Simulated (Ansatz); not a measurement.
# F2H6O2Si3: one species, many methods

One table from this session's results is given with a row withheld; the runs are named, their logs left out.

Method: functionals in def2-TZVPP, the program's frozen cores in correlated methods; program: Ansatz 0.2.0, Gaussian basis.

Plan: PBE-D4, r2SCAN-D4, PBE0-D4, B3LYP-D4, ωB97X-V, ωB97M-V, B2PLYP; CCSD(T)/def2-TZVPP; MP2/def2-QZVPP; extrapolation to the limit.

## Structure used throughout

The geometry comes from an earlier relaxation with PBE0-D4 in a triple-zeta def2 set; it is a stationary point, not always the lowest conformer.

13 atoms, charge 0, spin multiplicity 1.

Atoms are counted from 1 here; the program's logs count them from 0.

Bond lengths: F1–Si2 1.574 Å, Si2–F3 1.575 Å, Si2–O4 1.598 Å, Si2–O6 1.598 Å, O4–Si5 1.641 Å, Si5–H8 1.485 Å, Si5–H9 1.482 Å, Si5–H10 1.481 Å, O6–Si7 1.641 Å, Si7–H11 1.481 Å, Si7–H12 1.482 Å, Si7–H13 1.485 Å. Angles: F1–Si2–F3 107.0°, F1–Si2–O4 109.8°, F1–Si2–O6 108.4°, F3–Si2–O4 108.5°, F3–Si2–O6 110.1°, O4–Si2–O6 112.9°, Si2–O4–Si5 150.3°, O4–Si5–H8 109.5°, O4–Si5–H9 109.1°, O4–Si5–H10 108.3°, H8–Si5–H9 109.8°, H8–Si5–H10 109.9°, H9–Si5–H10 110.2°, Si2–O6–Si7 151.7°, O6–Si7–H11 108.0°, O6–Si7–H12 109.3°, O6–Si7–H13 109.5°, H11–Si7–H12 110.2° and more.

Set-up of the first run:

File in.yaml:

```yaml
crystal:
  periodic: [false, false, false]
  atoms:
    - {symbol: F, position_ang: [-2.712608, -0.636299, -0.054061]}
    - {symbol: Si, position_ang: [-1.166516, -0.931443, -0.042502]}
    - {symbol: F, position_ang: [-0.997199, -2.496930, 0.009576]}
    - {symbol: O, position_ang: [-0.503237, -0.395457, -1.393808]}
    - {symbol: Si, position_ang: [0.287793, 0.777503, -2.225998]}
    - {symbol: O, position_ang: [-0.535846, -0.266090, 1.266141]}
    - {symbol: Si, position_ang: [0.736447, 0.069780, 2.247267]}
    - {symbol: H, position_ang: [0.923150, 1.720163, -1.269928]}
    - {symbol: H, position_ang: [-0.680836, 1.505054, -3.079741]}
    - {symbol: H, position_ang: [1.325113, 0.132847, -3.064162]}
    - {symbol: H, position_ang: [0.475214, 1.369952, 2.906960]}
    - {symbol: H, position_ang: [0.869539, -1.002388, 3.261940]}
    - {symbol: H, position_ang: [1.978976, 0.153296, 1.438328]}
basis:
  gaussian: {orbitals: def2-TZVPP}
hamiltonian: {xc: pbe, dispersion: d4}
output: {forces: true, orbitals: {seedname: orbitals}}
```

The run is started by

```bash
$ ansatz run in.yaml --threads 2 --pin off --events-out ev --progress --plain --max-ram 32768MiB --backend cuda --devices 0, --max-vram 18GiB
```

Steps of the session up to this table: PBE-D4 (GGA); r2SCAN-D4 (meta-GGA); PBE0-D4 (hybrid); B3LYP-D4 (hybrid); ωB97X-V (range-separated); ωB97M-V (range-separated); B2PLYP (double hybrid); CCSD(T) in def2-TZVPP; MP2 in def2-QZVPP.

One table of the session follows, with a row left open; its other results are not shown here.

It belongs to the step «Atomisation energies». 

```
            method  atomisation energy (eV)
            PBE-D4                   51.848
         r2SCAN-D4                   52.183
           PBE0-D4                   51.166
          B3LYP-D4                   51.898
           ωB97X-V                   52.441
           ωB97M-V                   52.292
            B2PLYP                   51.612
     HF/def2-TZVPP                   39.515
    MP2/def2-TZVPP                   52.251
   CCSD/def2-TZVPP                   50.414
CCSD(T)/def2-TZVPP                   51.013
           MP2/CBS                        ?
       CCSD(T)/CBS                   52.594
```

**Question.** Estimate the row for MP2/CBS.

The run gave: atomisation energy (eV): 53.832. In the column «atomisation energy (eV)» it is the highest.

Limits of these values: Free atoms (2 F, 3 Si, 2 O, 6 H) were run apart at each level; the atomisation energy is their sum less the molecule, without zero-point or spin-orbit terms.
